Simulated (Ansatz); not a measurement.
# CuO: the cost of one run

Computed with Ansatz 0.2.0 (DFT LDA+U (U_eff = 8 eV on Cu d), plane waves, PAW, unless a step's input says otherwise).

1 further run of the same task is left out (it didn't finish).

**1. The system as given**

Symmetry: P6_3/mmc, No. 194, hexagonal system. The conventional cell has a = 3.180 Å, b = 3.180 Å, c = 4.431 Å, α = 90.00°, β = 90.00°, γ = 120.00°. Cu (site symmetry -3m) has 6 O at 2.14 Å and 2 Cu at 2.22 Å as nearest neighbours. O (site symmetry -6m2) has 6 Cu at 2.14 Å as nearest neighbours.

Structure file:

```
CELL_PARAMETERS angstrom
3.17953 0.00000 0.00000
-1.58977 2.75356 0.00000
0.00000 0.00000 8.86298
ATOMIC_POSITIONS crystal
Cu 0.00000 0.00000 0.00000
Cu 0.00000 0.00000 0.25000
O 0.33333 0.66667 0.12500
O 0.66667 0.33333 0.37500
Cu 0.00000 0.00000 0.50000
Cu 0.00000 0.00000 0.75000
O 0.33333 0.66667 0.62500
O 0.66667 0.33333 0.87500
```

An earlier series on this cell reached its lowest free state from «ferromagnetic start, free, symmetry kept, no search», perhaps among other starts.

**2. Ferrimagnetic site moments held at first, then free**

The input, input.yaml:

```yaml
crystal:
  lattice:
    - [3.1795331, 0.0, 0.0]
    - [-1.58976655, 2.75355644, 0.0]
    - [0.0, 0.0, 8.86298146]
  atoms:
    - { symbol: Cu, position: [0.0, 0.0, 0.0], spin: 1.0 }
    - { symbol: Cu, position: [0.0, 0.0, 0.25], spin: -0.4 }
    - { symbol: O, position: [0.3333333333, 0.6666666667, 0.125] }
    - { symbol: O, position: [0.6666666667, 0.3333333333, 0.375] }
    - { symbol: Cu, position: [0.0, 0.0, 0.5], spin: 1.0 }
    - { symbol: Cu, position: [0.0, 0.0, 0.75], spin: -0.4 }
    - { symbol: O, position: [0.3333333333, 0.6666666667, 0.625] }
    - { symbol: O, position: [0.6666666667, 0.3333333333, 0.875] }
basis:
  ecutwfc: 420
  ecutrho_ratio: 4
kpoints:
  mp_grid: { grid: [7, 7, 2] }
hamiltonian:
  xc: lda
  hubbard:
    sites:
      - { site: 0, l: d, u_eff: 8.0 }
      - { site: 1, l: d, u_eff: 8.0 }
      - { site: 4, l: d, u_eff: 8.0 }
      - { site: 5, l: d, u_eff: 8.0 }
scf:
  occupations: { method: gaussian, width: 0.05 }
  lower_state_search: "off"
  max_iter: 150
output:
  forces: true
  stress: true
  eigenvalues: true
  populations: true
  hubbard:
    sites:
      - { site: 0, l: d }
      - { site: 1, l: d }
      - { site: 4, l: d }
      - { site: 5, l: d }
magnetization:
  spin_polarized: true
  spin_locking: { lock_spins: true, n_iters: 12 }
```

The lock is temporary (n_iters 12) and is released on the way.

On the command line:

```console
> ansatz run input.yaml --threads 4 --pin off --max-ram 6144MiB --backend cpu --events-out ev --progress --plain --runs-dir out
```

Q: Estimate wall time and peak memory on 4 threads of Arm Neoverse V1, shared host.

About 9.1 s, with a peak of 0.51 GiB.
